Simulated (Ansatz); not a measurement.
**HfGe: strong compression**

One table from this session's results is given with a row withheld; the runs are named, their logs left out.

Method: DFT PBEsol, with the methods named in each step, in Ansatz 0.2.0.

### The starting structure

It takes space group Pm-3m (No. 221, cubic). Conventional cell: a = 3.166 Å, b = 3.166 Å, c = 3.166 Å, α = 90.00°, β = 90.00°, γ = 90.00°. Hf (site symmetry m-3m) has 8 Ge at 2.74 Å in its first shell of neighbours. Ge (site symmetry m-3m) is surrounded by 8 Hf at 2.74 Å.

Structure file:

```cif
data_structure
_symmetry_space_group_name_H-M 'P 1'
_symmetry_Int_Tables_number 1
_cell_length_a 3.1657
_cell_length_b 3.1657
_cell_length_c 3.1657
_cell_angle_alpha 90.000
_cell_angle_beta 90.000
_cell_angle_gamma 90.000
_cell_volume 31.73
loop_
_atom_site_label
_atom_site_type_symbol
_atom_site_fract_x
_atom_site_fract_y
_atom_site_fract_z
_atom_site_occupancy
Hf1 Hf 0.00000 0.00000 0.00000 1
Ge1 Ge 0.50000 0.50000 0.50000 1
```

Whether this phase is the stable one at these pressures isn't tested.

Atoms are numbered in the order of the input: Hf1, Ge2.

Set-up of the first run:

File input.yaml:

```yaml
crystal:
  lattice:
    - [3.1657017922, 0.0, 0.0]
    - [0.0, 3.1657017922, 0.0]
    - [0.0, 0.0, 3.1657017922]
  atoms:
    - { symbol: Hf, position: [0.0, 0.0, 0.0] }
    - { symbol: Ge, position: [0.5, 0.5, 0.5] }
kpoints:
  mp_grid: { grid: [13, 13, 13] }
scf:
  occupations: { method: fermi_dirac, width: 0.05 }
hamiltonian:
  xc: pbesol
  pseudopotentials: { kind: paw }
output:
  forces: true
  stress: true
relax:
  f_tol: 0.005
  max_steps: 40
  cell: {}
```

Run with:

```console
$ ansatz run input.yaml --threads 1 --pin off --max-ram 2048MiB --backend cpu --events-out ev --progress --plain --runs-dir out
```

Among the steps run: Cell relaxed at zero pressure, PAW; Volume scaled by 1, PAW; Volume scaled by 0.95, PAW; Volume scaled by 0.85, PAW; Volume scaled by 0.75, PAW; Volume scaled by 0.65, PAW; Volume scaled by 0.55, PAW; Volume scaled by 0.45, PAW; Volume scaled by 0.4, PAW; Volume scaled by 0.4, PAW (level accurate).

One table of the session follows, with a row left open; its other results are not shown here.

```
              method  volume over the first  volume (Å³/atom)  pressure (GPa)
                 PAW                      1            18.096            0.04
                 PAW                   0.95                 ?               ?
                 PAW                   0.85            15.381           28.48
                 PAW                   0.75            13.572           64.75
                 PAW                   0.65            11.762          129.54
                 PAW                   0.55             9.953          251.50
                 PAW                   0.45             8.143          507.75
                 PAW                    0.4             7.238          744.65
PAW (level accurate)                    0.4             7.238          747.25
```

Estimate the missing values for PAW, 0.95.

The run gave: volume (Å³/atom): 17.191; pressure (GPa): 7.24. In the column «volume (Å³/atom)» it lies between PAW, 0.85 (15.381) and PAW, 1 (18.096).

To keep in mind: At pressures up to 747 GPa the PAW spheres may overlap and frozen cores may not hold, so those PAW values are rough without an all-electron check. Warnings in the runs' records: written density without core change.
